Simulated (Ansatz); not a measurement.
# Al: the cost of one run

Computed with Ansatz 0.2.0 (DFT r2SCAN, scalar-relativistic, plane waves, PAW, unless a step's input says otherwise).

4 further runs of the same task are left out: 3 that didn't finish, 1 set aside as unsound or not needed.

### 1 Starting point

The structure is cubic, space group Fm-3m (No. 225). The conventional cell has a = 4.048 Å, b = 4.048 Å, c = 4.048 Å, α = 90.00°, β = 90.00°, γ = 90.00°. Al (site symmetry m-3m) is surrounded by 12 Al at 2.86 Å.

Structure file:

```cif
data_structure
_symmetry_space_group_name_H-M 'P 1'
_symmetry_Int_Tables_number 1
_cell_length_a 2.8623
_cell_length_b 2.8623
_cell_length_c 2.8623
_cell_angle_alpha 60.000
_cell_angle_beta 60.000
_cell_angle_gamma 60.000
_cell_volume 16.58
loop_
_atom_site_label
_atom_site_type_symbol
_atom_site_fract_x
_atom_site_fract_y
_atom_site_fract_z
_atom_site_occupancy
Al1 Al 0.00000 0.00000 0.00000 1
```

The structure comes from the Crystallography Open Database.

(A quick probe on a coarse mesh, which set the mesh and smearing, is not shown.)

### 3 Relaxing cell and atoms

input.yaml

```yaml
crystal:
  lattice:
    - [0.0, 2.02398, 2.02398]
    - [2.02398, 0.0, 2.02398]
    - [2.02398, 2.02398, 0.0]
  atoms:
    - { symbol: Al, position: [0.0, 0.0, 0.0] }
basis:
  ecutwfc: 500
kpoints:
  mp_grid: { grid: [18, 18, 18] }
hamiltonian:
  xc: r2scan
scf:
  occupations: { method: gaussian, width: 0.1 }
output:
  forces: true
  stress: true
  eigenvalues: true
  write_density: true
  write_potential: true
  elf: true
  volumetric_format: npy
relax:
  adjacent_minimum: "off"
  f_tol: 0.005
  max_steps: 80
  cell: { stress_tol: 0.05 }
```

Started as:

```sh
ansatz run input.yaml --threads 2 --pin off --max-ram 5120MiB --backend cpu --events-out ev --progress --plain --runs-dir out
```

What time and memory should one allow on 2 threads of Intel Xeon Platinum 8488C (Sapphire Rapids), shared host?

About 7.4 s, with a peak of 0.44 GiB.
